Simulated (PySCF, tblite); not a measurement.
# C6H11NO: a rotation path, then NMR shifts on frames, part 1 of 2

Aim: move C6H11NO (`C=CCN(C=O)CC`) away from its starting geometry and see how NMR shifts follow the geometry.

Computed with tblite 0.8.0 and PySCF 2.14.0, with density-fitted response routines of our own, on a single molecule in the gas phase. Atoms count from 0, in the outputs and in this text.

## 1. The molecule as given

19 atoms, charge 0, multiplicity 1; geometry from: GFN2-xTB.

Bonds of the start (Å): C0–C1 1.32, C1–C2 1.50, C2–N3 1.45, N3–C4 1.34, C4–O5 1.21, N3–C6 1.45, C6–C7 1.53, C0–H8 1.08, C0–H9 1.08, C1–H10 1.08, C2–H11 1.10, C2–H12 1.09, C4–H13 1.11, C6–H14 1.09, C6–H15 1.09, C7–H16 1.09, C7–H17 1.09, C7–H18 1.09.

## 2. A band between two rotamers with GFN2-xTB

Job settings and geometry (Å):

```
{"job": {"kind": "neb", "xc": "GFN2-xTB", "basis": "xTB", "atoms": [7, 6, 3, 4], "turn": 120}, "charge": 0, "multiplicity": 1}
C      2.336492     1.255163    -1.038176
C      1.893305     0.136073    -0.497188
C      0.970254     0.074263     0.681059
N     -0.205226    -0.724971     0.383914
C     -0.416935    -1.873347     1.045668
O      0.299207    -2.333166     1.903679
C     -1.146339    -0.208269    -0.583626
C     -2.194490     0.697587     0.061293
H      2.059339     2.222046    -0.649502
H      3.007737     1.255932    -1.879824
H      2.179997    -0.826379    -0.899362
H      1.470037    -0.424327     1.518411
H      0.670850     1.080771     0.989614
H     -1.342437    -2.379827     0.712176
H     -1.643587    -1.049727    -1.074102
H     -0.583881     0.346217    -1.339930
H     -2.757765     0.146492     0.810619
H     -1.723253     1.550585     0.542926
H     -2.883109     1.064134    -0.695108
```

Method: GFN2-xTB climbing-image nudged elastic band, gas phase.

The run is started by

```console
$ OMP_NUM_THREADS=1 python probes_run.py task.json out
```

The driver reads the jobs from task.json and runs them one after another.

Standard output:

```text
image   E - E0 / eV
  0       0.0000
  1       0.0109
  2       0.0432
  3       0.1138
  4       0.1684
  5       0.1280
  6       0.0685
  7       0.0289
  8       0.0004
```

Wall time 5.9 s (1 thread of Arm Neoverse V1, shared host); peak memory 0.18 GiB.

The final band, with the dihedral C7–C6–N3–C4:

| image | dihedral (°) | energy (eV) | energy (kcal/mol) |
| --- | --- | --- | --- |
| 0 | 89 | 0.000 | 0.0 |
| 1 | 113 | 0.011 | 0.3 |
| 2 | 137 | 0.043 | 1.0 |
| 3 | 161 | 0.114 | 2.6 |
| 4 | 181 | 0.168 | 3.9 |
| 5 | 202 | 0.128 | 3.0 |
| 6 | 225 | 0.068 | 1.6 |
| 7 | 246 | 0.029 | 0.7 |
| 8 | 270 | 0.000 | 0.0 |

## 3. NMR shieldings: image 0, PBE0/pcSseg-1

Job settings and geometry (Å):

```
{"job": {"kind": "nmr", "xc": "PBE0", "basis": "pcSseg-1", "pop": false}, "charge": 0, "multiplicity": 1}
C      2.336500     1.255200    -1.038200
C      1.893300     0.136100    -0.497200
C      0.970300     0.074300     0.681100
N     -0.205200    -0.725000     0.383900
C     -0.416900    -1.873300     1.045700
O      0.299200    -2.333200     1.903700
C     -1.146300    -0.208300    -0.583600
C     -2.194500     0.697600     0.061300
H      2.059300     2.222000    -0.649500
H      3.007700     1.255900    -1.879800
H      2.180000    -0.826400    -0.899400
H      1.470000    -0.424300     1.518400
H      0.670800     1.080800     0.989600
H     -1.342400    -2.379800     0.712200
H     -1.643600    -1.049700    -1.074100
H     -0.583900     0.346200    -1.339900
H     -2.757800     0.146500     0.810600
H     -1.723300     1.550600     0.542900
H     -2.883100     1.064100    -0.695100
```

With the program's defaults for keys left out, this is: GIAO PBE0/pcSseg-1 NMR shielding, non-relativistic, gas phase.

Standard output:

```text
coarse grid: 15488 points
cycle   1  E = -364.5384809969  dE =  1.128e+00  |g| = 8.579e-01  |ddm| = 3.751e+00
cycle   2  E = -363.9977526001  dE =  5.407e-01  |g| = 1.850e+00  |ddm| = 2.365e+00
cycle   3  E = -364.6812748698  dE = -6.835e-01  |g| = 2.012e-01  |ddm| = 1.857e+00
cycle   4  E = -364.6896364987  dE = -8.362e-03  |g| = 8.367e-02  |ddm| = 2.221e-01
cycle   5  E = -364.6910810413  dE = -1.445e-03  |g| = 2.583e-02  |ddm| = 7.004e-02
cycle   6  E = -364.6912139231  dE = -1.329e-04  |g| = 6.594e-03  |ddm| = 1.921e-02
cycle   7  E = -364.6912223510  dE = -8.428e-06  |g| = 2.176e-03  |ddm| = 5.550e-03
final grid: 148544 points
cycle   8  E = -364.7488699424  dE = -2.950e-05  |g| = 1.376e-02  |ddm| = 3.297e-02
cycle   9  E = -364.7487764025  dE =  9.354e-05  |g| = 2.589e-02  |ddm| = 2.816e-02
cycle  10  E = -364.7489079406  dE = -1.315e-04  |g| = 3.271e-03  |ddm| = 2.005e-02
cycle  11  E = -364.7489102044  dE = -2.264e-06  |g| = 3.701e-04  |ddm| = 2.317e-03
cycle  12  E = -364.7489102281  dE = -2.362e-08  |g| = 2.041e-04  |ddm| = 4.875e-04
cycle  13  E = -364.7489102384  dE = -1.029e-08  |g| = 5.222e-05  |ddm| = 1.983e-04
cycle  14  E = -364.7489102390  dE = -6.296e-10  |g| = 1.235e-05  |ddm| = 4.946e-05
converged SCF energy = -364.7489102390

GIAO shielding tensors (ppm)
atom      isotropic    diamagn.    paramagn.     s11        s22        s33       span
  0 C       61.689     254.489    -192.800    -55.655     79.653    161.069    216.724
  1 C       40.661     257.409    -216.748    -77.871     47.624    152.230    230.101
  2 C      140.715     248.648    -107.933    114.451    144.538    163.156     48.705
  3 N      121.507     335.689    -214.181      2.401    164.618    197.503    195.102
  4 C       24.191     247.143    -222.952    -67.031     57.462     82.141    149.171
  5 O      -81.297     400.886    -482.183   -380.483   -194.416    331.009    711.492
  6 C      145.453     246.413    -100.960    123.624    140.666    172.068     48.444
  7 C      169.827     248.308     -78.481    148.873    173.443    187.167     38.294
  8 H       26.161      31.835      -5.673     22.273     25.998     30.214      7.941
  9 H       26.196      28.759      -2.564     22.876     25.500     30.212      7.336
 10 H       25.835      32.425      -6.589     22.953     25.602     28.951      5.999
 11 H       26.200      31.733      -5.534     21.447     26.614     30.538      9.090
 12 H       28.797      33.705      -4.908     24.070     29.033     33.288      9.219
 13 H       23.516      29.175      -5.659     19.715     24.500     26.334      6.619
 14 H       28.542      32.039      -3.497     23.811     27.817     33.996     10.185
 15 H       28.470      32.802      -4.332     23.337     29.783     32.291      8.954
 16 H       30.809      30.305       0.505     26.747     29.108     36.573      9.826
 17 H       30.302      31.430      -1.127     25.496     30.131     35.280      9.784
 18 H       30.804      29.134       1.670     26.611     27.546     38.255     11.643
```

Run time: 27 s. Hardware: 1 thread of Arm Neoverse V1, shared host; peak memory 0.85 GiB.

The references, computed at this level on geometries of the same kind, shield at (ppm): 1H TMS 31.72, 13C TMS 186.9, 15N NH3 267.7, 17O H2O 336.1. Their shielding less the atom's gives the shift. The references are single molecules in the gas phase, so shifts against H2O, NH3, PH3, H3PO4 or CFCl3 are not on the usual liquid scales and can be off by tens of ppm. Each atom is listed at this fixed geometry, with no averaging over motion; a spectrum would average atoms that exchange fast.

| atoms | environment | σ (ppm) | δ (ppm) |
| --- | --- | --- | --- |
| C4 | amide carbonyl carbon | 24.2 | 162.7 |
| C1 | alkene CH | 40.7 | 146.3 |
| C0 | terminal =CH2 carbon | 61.7 | 125.2 |
| C2 | allylic sp3 CH2 bonded to N | 140.7 | 46.2 |
| C6 | sp3 CH2 bonded to N | 145.5 | 41.5 |
| C7 | methyl carbon | 169.8 | 17.1 |
| H13 | hydrogen on an amide carbonyl carbon | 23.52 | 8.20 |
| H10 | hydrogen on an alkene CH | 25.84 | 5.88 |
| H8 | hydrogen on a terminal =CH2 carbon | 26.16 | 5.56 |
| H9 | hydrogen on a terminal =CH2 carbon | 26.20 | 5.52 |
| H11 | hydrogen on an allylic sp3 CH2 bonded to N | 26.20 | 5.52 |
| H15 | hydrogen on an sp3 CH2 bonded to N | 28.47 | 3.25 |
| H14 | hydrogen on an sp3 CH2 bonded to N | 28.54 | 3.18 |
| H12 | hydrogen on an allylic sp3 CH2 bonded to N | 28.80 | 2.92 |
| H17 | hydrogen on a methyl carbon | 30.30 | 1.41 |
| H18 | hydrogen on a methyl carbon | 30.80 | 0.91 |
| H16 | hydrogen on a methyl carbon | 30.81 | 0.91 |
| N3 | amide-type nitrogen | 121.5 | 146.2 |
| O5 | amide-type carbonyl oxygen | -81.3 | 417.4 |

## 4. NMR shieldings: image 2, PBE0/pcSseg-1

Job settings and geometry (Å):

```
{"job": {"kind": "nmr", "xc": "PBE0", "basis": "pcSseg-1", "pop": false}, "charge": 0, "multiplicity": 1}
C      1.993700     1.465800    -0.852100
C      1.690100     0.254600    -0.425400
C      0.856600    -0.028600     0.786100
N     -0.275800    -0.887000     0.479100
C     -0.307100    -2.129800     0.987800
O      0.516100    -2.604300     1.735100
C     -1.247300    -0.429300    -0.491200
C     -1.754300     0.982000    -0.212300
H      1.654200     2.351400    -0.338600
H      2.608300     1.627500    -1.720800
H      2.044700    -0.623300    -0.949100
H      1.451900    -0.580000     1.522200
H      0.505600     0.901800     1.241100
H     -1.195400    -2.697700     0.652300
H     -2.088200    -1.127700    -0.469400
H     -0.805300    -0.456400    -1.495900
H     -2.115300     1.068100     0.809400
H     -0.969200     1.714600    -0.375700
H     -2.573100     1.207400    -0.890300
```

With the program's defaults for keys left out, this is: GIAO PBE0/pcSseg-1 NMR shielding, non-relativistic, gas phase.

Standard output:

```text
coarse grid: 15488 points
cycle   1  E = -364.5375938597  dE =  1.133e+00  |g| = 8.587e-01  |ddm| = 3.764e+00
cycle   2  E = -363.9882161793  dE =  5.494e-01  |g| = 1.861e+00  |ddm| = 2.320e+00
cycle   3  E = -364.6806343508  dE = -6.924e-01  |g| = 1.989e-01  |ddm| = 1.818e+00
cycle   4  E = -364.6886622817  dE = -8.028e-03  |g| = 8.613e-02  |ddm| = 2.226e-01
cycle   5  E = -364.6901988332  dE = -1.537e-03  |g| = 2.615e-02  |ddm| = 7.389e-02
cycle   6  E = -364.6903356100  dE = -1.368e-04  |g| = 6.779e-03  |ddm| = 1.980e-02
cycle   7  E = -364.6903446312  dE = -9.021e-06  |g| = 2.199e-03  |ddm| = 5.780e-03
final grid: 148544 points
cycle   8  E = -364.7479296150  dE = -3.862e-05  |g| = 1.373e-02  |ddm| = 3.578e-02
cycle   9  E = -364.7478382876  dE =  9.133e-05  |g| = 2.564e-02  |ddm| = 2.792e-02
cycle  10  E = -364.7479673766  dE = -1.291e-04  |g| = 3.359e-03  |ddm| = 1.977e-02
cycle  11  E = -364.7479697388  dE = -2.362e-06  |g| = 3.794e-04  |ddm| = 2.374e-03
cycle  12  E = -364.7479697642  dE = -2.534e-08  |g| = 2.069e-04  |ddm| = 5.283e-04
cycle  13  E = -364.7479697744  dE = -1.018e-08  |g| = 6.057e-05  |ddm| = 2.067e-04
cycle  14  E = -364.7479697752  dE = -8.465e-10  |g| = 1.389e-05  |ddm| = 5.642e-05
converged SCF energy = -364.7479697752

GIAO shielding tensors (ppm)
atom      isotropic    diamagn.    paramagn.     s11        s22        s33       span
  0 C       61.839     254.899    -193.059    -55.580     79.808    161.290    216.870
  1 C       41.750     257.842    -216.092    -78.041     49.330    153.961    232.002
  2 C      141.381     249.198    -107.817    113.671    144.536    165.934     52.263
  3 N      124.006     335.159    -211.153      0.212    161.315    210.491    210.279
  4 C       24.296     245.862    -221.566    -65.504     61.437     76.955    142.459
  5 O      -75.880     400.921    -476.801   -366.777   -184.428    323.564    690.341
  6 C      143.893     246.076    -102.183    120.515    139.718    171.446     50.930
  7 C      172.170     249.422     -77.252    156.987    174.602    184.920     27.932
  8 H       26.059      31.906      -5.847     21.929     26.164     30.083      8.153
  9 H       26.165      29.178      -3.013     22.825     25.464     30.206      7.380
 10 H       25.718      32.700      -6.982     22.756     25.660     28.738      5.981
 11 H       26.133      31.710      -5.577     21.378     26.391     30.630      9.252
 12 H       28.686      33.791      -5.104     24.852     28.467     32.740      7.887
 13 H       23.611      28.521      -4.911     19.895     24.640     26.296      6.401
 14 H       28.494      31.603      -3.109     23.808     28.310     33.365      9.556
 15 H       28.372      32.149      -3.776     23.978     27.582     33.557      9.579
 16 H       30.815      30.859      -0.044     27.296     28.225     36.924      9.629
 17 H       30.010      32.785      -2.775     24.623     30.560     34.847     10.224
 18 H       30.631      29.208       1.422     26.249     27.625     38.018     11.769
```

Run time: 27 s. Hardware: 1 thread of Arm Neoverse V1, shared host; peak memory 0.87 GiB.

This run: δ C4 162.6, C1 145.2, C0 125.1, C2 45.5, H13 8.11, H10 6.00 ppm.

(Continued in part 2 of 2.)
